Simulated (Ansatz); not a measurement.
# BaWO4 (C2/c) in Ansatz: relaxation of cell and atoms with PBEsol

Aim: the relaxation of cell and atoms of BaWO4 with PBEsol.

Everything below comes from runs of Ansatz 0.2.0. Logs are shortened: lines on timing, memory, paths and dates and some standing lists are left out, and cuts for length are marked.

## (1) The crystal as given

Symmetry: C2/c, No. 15, monoclinic system. The conventional cell has a = 8.123 Å, b = 12.732 Å, c = 5.708 Å, α = 90.00°, β = 134.60°, γ = 90.00°. W (site symmetry 2) has 4 O at 1.82 to 1.83 Å as nearest neighbours. Ba (site symmetry 2) is surrounded by 8 O at 2.79 to 2.80 Å. O (site symmetry 1) is surrounded by 1 W at 1.83 Å. Around O (site symmetry 1) lie 1 W at 1.82 Å.

The cell is a database's computed one.

## (2) Relaxation of cell and atoms, PBEsol

Contents of input.yaml:

```yaml
crystal:
  lattice:
    - [4.0614990892, -6.365982, 0.0]
    - [4.0614990892, 6.365982, 0.0]
    - [-4.0080547132, 0.0, 4.0643706322]
  atoms:
    - { symbol: W, position: [0.621043, 0.378957, 0.75] }
    - { symbol: W, position: [0.378957, 0.621043, 0.25] }
    - { symbol: Ba, position: [0.126298, 0.873702, 0.75] }
    - { symbol: Ba, position: [0.873702, 0.126298, 0.25] }
    - { symbol: O, position: [0.317223, 0.231046, 0.383674] }
    - { symbol: O, position: [0.768954, 0.682777, 0.116326] }
    - { symbol: O, position: [0.682777, 0.768954, 0.616326] }
    - { symbol: O, position: [0.231046, 0.317223, 0.883674] }
    - { symbol: O, position: [0.164534, 0.567584, 0.341947] }
    - { symbol: O, position: [0.432416, 0.835466, 0.158053] }
    - { symbol: O, position: [0.835466, 0.432416, 0.658053] }
    - { symbol: O, position: [0.567584, 0.164534, 0.841947] }
hamiltonian:
  xc: pbesol
  pseudopotentials: { kind: paw }
kpoints:
  mp_grid: { grid: [5, 5, 7] }
scf:
  occupations: { method: fermi_dirac, width: 0.05 }
output:
  forces: true
  stress: true
  eigenvalues: true
relax:
  f_tol: 0.01
  max_steps: 40
  cell: { stress_tol: 0.05 }
```

Potentials or basis: Ansatz PAW.

Run with:

```bash
$ ansatz run input.yaml --threads 4 --pin off --max-ram 11264MiB --backend cpu --events-out ev --progress --plain --runs-dir out
```

The log of the run:

```text
Warning: RAYON_NUM_THREADS=4 ignored (pool sized by the plan → 4); use --threads N
Engine: ansatz 0.2.0, x86_64-unknown-linux-gnu
Pseudopotentials: kind: paw
Pseudopotential: W, paw, valence charge 14, recommended cutoff 420 eV (normal), W.paw.azcp
Pseudopotential: Ba, paw, valence charge 10, recommended cutoff 420 eV (normal), Ba.paw.azcp
Pseudopotential: O, paw, valence charge 6, recommended cutoff 420 eV (normal), O.paw.azcp
Functional definition: PBEsol
  exchange = pbesol_x
  correlation = pbesol_c
Crystal: 12 atoms, lattice volume = 210.172 Å³
Basis set: ecut = 420 eV, 4153 PW (Γ), exchange–correlation on 108×108×80 points (8 copies of the dense FFT grid, shifted against one another)
Bands: 60, of which v1, the nominal top of the filled ones, is band 48 counted from 1 (47 counted from 0)
Symmetry: 4 space group operations
Space group: C2/c (ITA 15), of the structure as read, at distance tolerance 5.9e-5 Å
k-points: 54 of 175
Non-local potential: W, projectors of the file, l = 0: 3, l = 1: 2, l = 2: 2, l = 3: 1
Non-local potential: Ba, projectors of the file, l = 0: 3, l = 1: 2, l = 2: 2, l = 3: 2
Non-local potential: O, projectors of the file, l = 0: 2, l = 1: 2, l = 2: 1
PAW form: soft (Blöchl's): semilocal exchange-correlation on the pseudo side does not see the compensation charge
PAW frozen core: W, regenerated for the run's functional, and the local potential with it (the file was generated under x = pbe(κ = 0.804, μ = 0.2195149727645171), c = pbe(β = 0.06672455060314922))
PAW frozen core: Ba, regenerated for the run's functional, and the local potential with it (the file was generated under x = pbe(κ = 0.804, μ = 0.2195149727645171), c = pbe(β = 0.06672455060314922))
PAW frozen core: O, regenerated for the run's functional, and the local potential with it (the file was generated under x = pbe(κ = 0.804, μ = 0.2195149727645171), c = pbe(β = 0.06672455060314922))
PAW one-centre angular grid: W, 590 points (default); XC on 64 Gauss nodes
PAW one-centre angular grid: Ba, 194 points (default); XC on 64 Gauss nodes
PAW one-centre angular grid: O, 110 points (default); XC on 64 Gauss nodes
Initial density: superposition of atomic densities (neutral atoms: chi_scale 0, normalization atom), corrected by the library's trained network
Initial wavefunctions: pseudopotential atomic-orbital guess
Functional: x = pbesol(κ = 0.804, μ = 0.12345679012345678), c = pbesol(β = 0.046)
SCF iter   1: F=—  HF=-36736.715619 eV  |F-HF|=—  |Δ(HF+E_count)|=         —  Δρ=1.38e-2  dr2=3.61e-1  ethr=1.77e-3  ⟨swp⟩=8.1  Hψ=14795  notcnv=0  defer=18
preconditioner: auto → Resta (q_TF=auto, 2.394 Å⁻¹)  ε∞=4.6  [insulator: Δε(μ)=4.162 eV  Ē_g=11.778 eV  σ=0.050 eV  W_gap=1.00  n_scr=40 (ndim 8)  ℏωp=22.3 eV  f_vac=0.071  D(μ)=0.00/eV (n_scr^D=0)  ε∞_Penn≈4.6]
SCF iter   2: F=—  HF=-36736.654326 eV  |F-HF|=—  |Δ(HF+E_count)|=   6.13e-2  Δρ=5.70e-3  dr2=8.33e-2  ethr=3.77e-4  ⟨swp⟩=2.7  Hψ=5942  notcnv=0  defer=431
SCF iter   3: F=—  HF=-36736.639464 eV  |F-HF|=—  |Δ(HF+E_count)|=   1.49e-2  Δρ=1.08e-3  dr2=3.56e-3  ethr=8.68e-5  ⟨swp⟩=2.0  Hψ=4321  notcnv=0  defer=431
SCF iter   4: F=—  HF=-36736.639341 eV  |F-HF|=—  |Δ(HF+E_count)|=   1.24e-4  Δρ=2.97e-4  dr2=1.82e-4  ethr=3.71e-6  ⟨swp⟩=2.0  Hψ=5319  notcnv=0  defer=431
SCF iter   5: F=—  HF=-36736.639465 eV  |F-HF|=—  |Δ(HF+E_count)|=   1.25e-4  Δρ=1.85e-4  dr2=9.07e-5  ethr=1.90e-7  ⟨swp⟩=2.0  Hψ=5286  notcnv=0  defer=431
SCF iter   6: F=—  HF=-36736.639334 eV  |F-HF|=—  |Δ(HF+E_count)|=   1.32e-4  Δρ=6.81e-5  dr2=1.37e-5  ethr=9.44e-8  ⟨swp⟩=2.0  Hψ=4104  notcnv=0  defer=431
SCF iter   7: F=—  HF=-36736.639336 eV  |F-HF|=—  |Δ(HF+E_count)|=   2.49e-6  Δρ=2.25e-5  dr2=1.18e-6  ethr=1.43e-8  ⟨swp⟩=2.0  Hψ=4439  notcnv=0  defer=431
SCF iter   8: F=-36736.639338 eV  HF=-36736.639338 eV  |F-HF|=1.29e-7  |Δ(HF+E_count)|=   2.16e-6  Δρ=4.18e-6  dr2=5.50e-8  ethr=1.04e-10  ⟨swp⟩=11.2  Hψ=18610  notcnv=0
SCF 1 converged in 8 iterations: F = -36736.639338 eV  dr2 = 5.50e-8
[... 105 lines left out ...]
basis re-selected at this cell: Δ(F+E_penalty+E_count) = +2.300e-3 eV, ΔP = -0.012 GPa vs the last step (what re-selecting the basis moved, of the pressure what is left beyond the Pulay correction that the steps carried, after the strain that the cell walked since its last selection, with what the two solves' SCF thresholds leave and, on support functions, any second-order correction that the steps lacked; it is no measure of the basis error at this ecutwfc). This SCF's stress stands 2.82e-2 GPa from its target on what of the cell is left free (relax.cell.stress_tol is 5.00e-2 GPa) and its largest allowed force component is 1.02e-3 eV/Å (relax.f_tol is 1.00e-2 eV/Å): within both
SCF converged after 7 iterations
Free energy (F): -36737.002777 eV
Harris-Foulkes:  -36737.002777 eV  (|F-HF|=1.46e-11)
Internal energy: -36737.002777 eV  (E = F + TS)
E sigma→0 (E₀):  -36737.002777 eV
Fermi energy:    8.468306 eV
--- Per-component energies (eV) ---
  E_band       = -711.210921
  E_kinetic    = 2626.062492
  E_local      = -6572.539961  (includes V_loc(G=0)·N_el)
  E_nonlocal   = 507.549147
  E_hartree    = 2414.298840
  E_xc         = -1442.884310
  E_vxc        = -1490.152578  (∫ρ·V_xc dr)
  E_paw        = -28369.713683  (= ΣΔE_a)
  E_vpaw       = -610.747075  (= ΣTr[D̂ρ^β])
  E_aug_tail   = 0.019393  (compensation charges beyond the density's cutoff)
  E_ewald      = -5900.823448
  E_core_change = 1.028754  (= ΣΔE_core)
  E_smearing   = -0.000000  (= −TS)
  E_closure    = -0.000000  (closes the sum)
  Σ components = -36737.002777   (vs F -36737.002777, Δ=0.00e0)
--- Forces (eV/Å), atoms counted from 1 ---
  atom   1  W      0.00000000    -0.00005258     0.00000000
  atom   2  W     -0.00000000     0.00005258     0.00000000
  atom   3  Ba     0.00000000     0.00005270     0.00000000
  atom   4  Ba    -0.00000000    -0.00005270     0.00000000
  atom   5  O      0.00051806    -0.00093211     0.00072023
  atom   6  O     -0.00051806    -0.00093211    -0.00072023
  atom   7  O     -0.00051806     0.00093211    -0.00072023
  atom   8  O      0.00051806     0.00093211     0.00072023
  atom   9  O     -0.00003677    -0.00102386    -0.00047744
  atom  10  O      0.00003677    -0.00102386     0.00047744
  atom  11  O      0.00003677     0.00102386     0.00047744
  atom  12  O     -0.00003677     0.00102386    -0.00047744
  max |Σ_I F_I| component: 0.00e0 eV/Å
--- Stress (GPa, compression-positive) ---
       -0.015611       0.000000      -0.001449
        0.000000      -0.020681       0.000000
       -0.001449       0.000000      -0.028014
  P = ⅓ Tr σ = -0.0214 GPa (-0.214 kbar)
--- Band table (eV; the first three rows and the last of 54) ---
  k-point 0: bands = ["-66.9528", "-66.9526", "-31.4429", "-31.4428", "-31.4409", "-31.4408", "-31.4278", "-31.4189", "-17.9782", "-17.8743", "-10.3658", "-9.9724", "-9.8753", "-9.6907", "-9.6902", "-9.6403", "-9.5542", "-9.5533", "-3.3055", "-3.3043", "-3.3040", "-3.0643", "-3.0467", "-3.0467", "2.4119", "2.5388", "2.5390", "2.6213", "2.6691", "3.0796", "3.1503", "3.2918", "3.2920", "3.3343", "3.4204", "3.4758", "4.7396", "4.8449", "4.8456", "5.1332", "5.2195", "5.2200", "5.2892", "5.6110", "5.6114", "5.8145", "6.0955", "6.0959", "10.8454", "11.0580", "11.2614", "11.4081", "11.5680", "12.2783", "12.2794", "12.6747", "12.8536", "12.8542", "13.2495", "13.5596"]
  k-point 1: bands = ["-66.9528", "-66.9526", "-31.4429", "-31.4427", "-31.4412", "-31.4409", "-31.4273", "-31.4193", "-17.9717", "-17.8788", "-10.3851", "-10.0033", "-9.8568", "-9.6913", "-9.6654", "-9.6480", "-9.5682", "-9.5309", "-3.3101", "-3.2913", "-3.2881", "-3.0655", "-3.0610", "-3.0427", "2.3621", "2.3805", "2.5691", "2.7388", "2.9156", "2.9882", "3.0709", "3.2135", "3.2908", "3.3723", "3.4042", "3.6481", "4.6163", "4.6750", "4.8326", "5.1694", "5.2258", "5.3248", "5.4389", "5.5392", "5.6473", "5.7997", "5.9585", "6.0580", "10.9219", "11.0963", "11.2486", "11.4582", "11.8899", "12.2157", "12.4867", "12.5503", "12.7853", "12.9024", "13.5120", "13.6291"]
  k-point 2: bands = ["-66.9527", "-66.9526", "-31.4429", "-31.4424", "-31.4417", "-31.4412", "-31.4258", "-31.4204", "-17.9551", "-17.8921", "-10.3765", "-10.0627", "-9.8041", "-9.6985", "-9.6899", "-9.6036", "-9.5939", "-9.5358", "-3.3153", "-3.2621", "-3.2616", "-3.1137", "-3.0581", "-3.0568", "2.3731", "2.4687", "2.6686", "2.7180", "2.8633", "2.9880", "3.0231", "3.2227", "3.2422", "3.4243", "3.4539", "3.7803", "4.5251", "4.7009", "4.7767", "5.1115", "5.2664", "5.3343", "5.3808", "5.6710", "5.6988", "5.7311", "5.7956", "5.9570", "10.9843", "11.1116", "11.2208", "11.4886", "12.1191", "12.2381", "12.5894", "12.8576", "12.8918", "13.1247", "13.4518", "13.8175"]
  k-point 53: bands = ["-66.9527", "-66.9527", "-31.4428", "-31.4426", "-31.4418", "-31.4415", "-31.4232", "-31.4226", "-17.9262", "-17.9194", "-10.2520", "-10.2027", "-9.7370", "-9.7005", "-9.6537", "-9.6330", "-9.6054", "-9.5936", "-3.2895", "-3.2650", "-3.2273", "-3.1816", "-3.0897", "-3.0593", "2.4795", "2.5656", "2.6625", "2.7445", "2.8816", "2.9388", "3.1274", "3.1806", "3.2504", "3.3032", "3.5912", "3.7777", "4.5206", "4.6508", "4.8287", "4.9840", "5.2617", "5.3904", "5.4725", "5.4957", "5.7212", "5.7550", "5.8167", "5.8881", "10.8947", "11.0561", "11.3496", "11.3851", "12.2572", "12.3300", "12.4477", "12.6410", "13.0909", "13.1690", "13.5903", "13.7419"]
--- Relaxed structure (7 steps of the walk, 7 accepted, 2 SCFs on fresh bases) ---
  F+E_penalty+E_count = -36737.00277658 eV   max|allowed force component| = 1.024e-3 eV/Å   (the final SCF, on the basis selected at the relaxed cell)
  cell:  # Å, volume = 197.2814 Å³
    - [3.9637323676601235, -6.276906904942604, -0.025722279558413948]
    - [3.9637323676601235, 6.276906904942604, -0.025722279558413892]
    - [-3.937314948122729, 1.454707796234859e-17, 3.990212328726442]
  atoms:
    - { symbol: W, position: [0.6249837684549164, 0.37501623154508346, 0.75] }
    - { symbol: W, position: [0.3750162315450834, 0.6249837684549164, 0.25] }
    - { symbol: Ba, position: [0.12500145177964941, 0.8749985482203506, 0.75] }
    - { symbol: Ba, position: [0.8749985482203505, 0.12500145177964933, 0.25] }
    - { symbol: O, position: [0.3142845670219925, 0.2232964800197747, 0.3904433199788462] }
    - { symbol: O, position: [0.7767035199802252, 0.6857154329780075, 0.10955668002115386] }
    - { symbol: O, position: [0.6857154329780074, 0.7767035199802251, 0.6095566800211539] }
    - { symbol: O, position: [0.22329648001977465, 0.3142845670219925, 0.8904433199788461] }
    - { symbol: O, position: [0.16716022902088973, 0.5761601850398457, 0.35289268530434226] }
    - { symbol: O, position: [0.42383981496015444, 0.8328397709791105, 0.14710731469565771] }
    - { symbol: O, position: [0.8328397709791102, 0.4238398149601542, 0.6471073146956577] }
    - { symbol: O, position: [0.5761601850398457, 0.16716022902088973, 0.8528926853043424] }
```

Run time: 4 min. Hardware: 4 threads of Intel Xeon at 2.50GHz (Skylake/Cascade Lake), shared host; peak memory 1 GiB.

Results:

* Free energy: -36737.0028 eV
* Relaxed volume: 16.44 Å³/atom
* Relaxed cell: a = 7.424 Å, b = 7.424 Å, c = 5.606 Å, α = 112.18°, β = 112.18°, γ = 115.46°
* Space group after relaxing (to 0.05 Å): I4_1/a (No. 88)
* Energy gained by relaxing: 30.3 meV/atom
* Ionic steps: 9
* Pressure after relaxing: 0.0 GPa
* Band gap on the k mesh: 4.71 eV, indirect (least direct gap 4.75 eV)

Step by step:
| step | energy change (eV) | largest force (eV/Å) | volume (Å³) |
| --- | --- | --- | --- |
| 1 | 0.0000 | 1.3216 | 210.17 |
| 2 | -0.1705 | 0.4001 | 183.97 |
| 3 | -0.3783 | 0.1226 | 199.73 |
| 4 | -0.3884 | 0.0612 | 198.10 |
| 5 | -0.3903 | 0.0291 | 197.83 |
| 6 | -0.3899 | 0.0027 | 198.03 |
| 7 | -0.3627 | 0.0027 | 198.03 |
| 8 | -0.3657 | 0.0013 | 197.28 |
| 9 | -0.3634 | 0.0013 | 197.28 |

Final structure:
```
W Ba O
1.0
     3.96373   -6.27691   -0.02572
     3.96373    6.27691   -0.02572
    -3.93731    0.00000    3.99021
W Ba O
2 2 8
Direct
  0.62498 0.37502 0.75000
  0.37502 0.62498 0.25000
  0.12500 0.87500 0.75000
  0.87500 0.12500 0.25000
  0.31428 0.22330 0.39044
  0.77670 0.68572 0.10956
  0.68572 0.77670 0.60956
  0.22330 0.31428 0.89044
  0.16716 0.57616 0.35289
  0.42384 0.83284 0.14711
  0.83284 0.42384 0.64711
  0.57616 0.16716 0.85289
```

Levels at points of the mesh, in eV from the valence-band top:
```tsv
k point	band 45	band 46	band 47	band 48	band 49	band 50	band 51	band 52
(0.00, 0.00, 0.00)	-0.48	-0.28	0.00	0.00	4.75	4.96	5.17	5.31
```

Caveat: odd divisions of the mesh miss points on the zone boundary, where band edges often lie, so the gap on the mesh can be too wide; the plane-wave basis is chosen anew once the cell has moved, so the energies of steps on either side of that aren't comparable; the pressure holds a Pulay correction of +0.5 GPa for the finite cutoff; spin-orbit coupling is left out, which moves the levels of the heavy elements; the PAW data sets come from PBE, with cores solved anew for the run's functional, which leaves a small shift of forces and pressure.

## (3) For comparison

An earlier run on the cell as given: functional PBEsol; potentials or basis Ansatz PAW; cutoff 420 eV (not typed: the program's choice for these potentials); k mesh 5 × 5 × 7; occupations fermi-dirac, width 0.05 eV; no spin polarisation.

- Pressure: -8.1 GPa
- Largest force: 1.322 eV/Å
- Band gap on the k mesh: 4.33 eV, indirect (least direct gap 4.34 eV)
